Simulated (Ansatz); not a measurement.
# SnH4 (SMILES [SnH4]): single points off equilibrium

Aim: energy, forces and dipole at a structure displaced at random from a GFN2-xTB minimum, from CCSD(T) and from density functionals.

Method: single points in def2-TZVPP; program: Ansatz 0.2.0, Gaussian basis.

Correlated methods freeze the cores. Filled d shells of the heavier atoms are correlated. Core potentials replace the inner electrons past krypton, and spin-orbit coupling is left out.

### 1 The starting structure

SMILES `[SnH4]`, 5 atoms, charge 0, spin multiplicity 1.

Atoms are counted from 1 here; the program's logs count them from 0.

Bond lengths: Sn1–H2 1.649 Å, Sn1–H3 1.640 Å, Sn1–H4 1.625 Å, Sn1–H5 1.633 Å. Angles: H2–Sn1–H3 109.4°, H2–Sn1–H4 109.8°, H2–Sn1–H5 108.4°, H3–Sn1–H4 109.5°, H3–Sn1–H5 110.3°, H4–Sn1–H5 109.4°.

Coordinates:

```mol
H4Sn
  3D, bonds by distance, orders not assigned

  5  4  0  0  0  0  0  0  0  0999 V2000
    0.0038   -0.0132   -0.0065 Sn  0  0
    0.8017   -0.8293    1.1841 H   0  0
   -1.5049    0.3688    0.5117 H   0  0
   -0.0991   -0.9406   -1.3366 H   0  0
    0.8448    1.3423   -0.3538 H   0  0
  1  2  8  0
  1  3  8  0
  1  4  8  0
  1  5  8  0
M  END
```

### 2 CCSD(T)/def2-TZVPP

run/in.yaml reads:

```yaml
crystal:
  periodic: [false, false, false]
  atoms:
    - {symbol: Sn, position_ang: [0.003800, -0.013200, -0.006500]}
    - {symbol: H, position_ang: [0.801700, -0.829300, 1.184100]}
    - {symbol: H, position_ang: [-1.504900, 0.368800, 0.511700]}
    - {symbol: H, position_ang: [-0.099100, -0.940600, -1.336600]}
    - {symbol: H, position_ang: [0.844800, 1.342300, -0.353800]}
basis:
  gaussian: {orbitals: def2-TZVPP}
correlation: {method: ccsd_t}
output: {forces: true}
```

The command line of these runs was not kept.

### 3 PBE0-D4/def2-TZVPP

Edit run/in.yaml of step 2 so:

```diff
@@ -10,3 +10,3 @@
   gaussian: {orbitals: def2-TZVPP}
-correlation: {method: ccsd_t}
-output: {forces: true}
+hamiltonian: {xc: pbe0, dispersion: d4}
+output: {forces: true, orbitals: {seedname: orbitals}}
```

### 4 wB97M-V/def2-TZVPP

Edit run/in.yaml of step 3 so:

```diff
@@ -10,3 +10,3 @@
   gaussian: {orbitals: def2-TZVPP}
-hamiltonian: {xc: pbe0, dispersion: d4}
-output: {forces: true, orbitals: {seedname: orbitals}}
+hamiltonian: {xc: {name: wB97M-V}}
+output: {forces: true}
```

### 5 r2SCAN-D4/def2-TZVPP

Edit run/in.yaml of step 4 so:

```diff
@@ -10,3 +10,3 @@
   gaussian: {orbitals: def2-TZVPP}
-hamiltonian: {xc: {name: wB97M-V}}
+hamiltonian: {xc: r2scan, dispersion: d4}
 output: {forces: true}
```

### 6 PBE-D4/def2-TZVPP

Edit run/in.yaml of step 5 so:

```diff
@@ -10,3 +10,3 @@
   gaussian: {orbitals: def2-TZVPP}
-hamiltonian: {xc: r2scan, dispersion: d4}
+hamiltonian: {xc: pbe, dispersion: d4}
 output: {forces: true}
```

### 7 wB97X-V/def2-TZVPP

Edit run/in.yaml of step 6 so:

```diff
@@ -10,3 +10,3 @@
   gaussian: {orbitals: def2-TZVPP}
-hamiltonian: {xc: pbe, dispersion: d4}
+hamiltonian: {xc: {name: wB97X-V}}
 output: {forces: true}
```

### 8 SPW92/def2-TZVPP

Edit run/in.yaml of step 7 so:

```diff
@@ -10,3 +10,3 @@
   gaussian: {orbitals: def2-TZVPP}
-hamiltonian: {xc: {name: wB97X-V}}
+hamiltonian: {xc: lda}
 output: {forces: true}
```

(Steps that only read results are left out.)

Q: Predict the outcome of this session. Wanted: energy less free atoms, CCSD(T)/def2-TZVPP; RMS force component; RMS force error; HOMO and LUMO, PBE0-D4; T1 diagnostic.

The runs gave:

| quantity | value |
| --- | --- |
| energy less free atoms, CCSD(T)/def2-TZVPP | -11.174 eV |
| RMS force component | 0.501 to 0.646 eV/Å over the methods |
| RMS force error | PBE0-D4 0.081, wB97M-V 0.029, r2SCAN-D4 0.057, PBE-D4 0.150, wB97X-V 0.058, SPW92 0.051 eV/Å |
| HOMO and LUMO, PBE0-D4 | -9.21 and 0.86 eV |
| T1 diagnostic | 0.013 |

**Reading.** Against CCSD(T) the functionals' energies less atoms differ by -1.228 to +0.401 eV, PBE-D4 by +0.401 eV. CCSD(T) in triple zeta still lacks some correlation energy of the bonds, so part of these gaps is its own basis error and they don't rank the functionals. For forces wB97M-V does best and PBE-D4 worst. Frozen-core CCSD(T) forces in triple zeta carry basis errors of their own, and this is one geometry, so small gaps rank nothing.
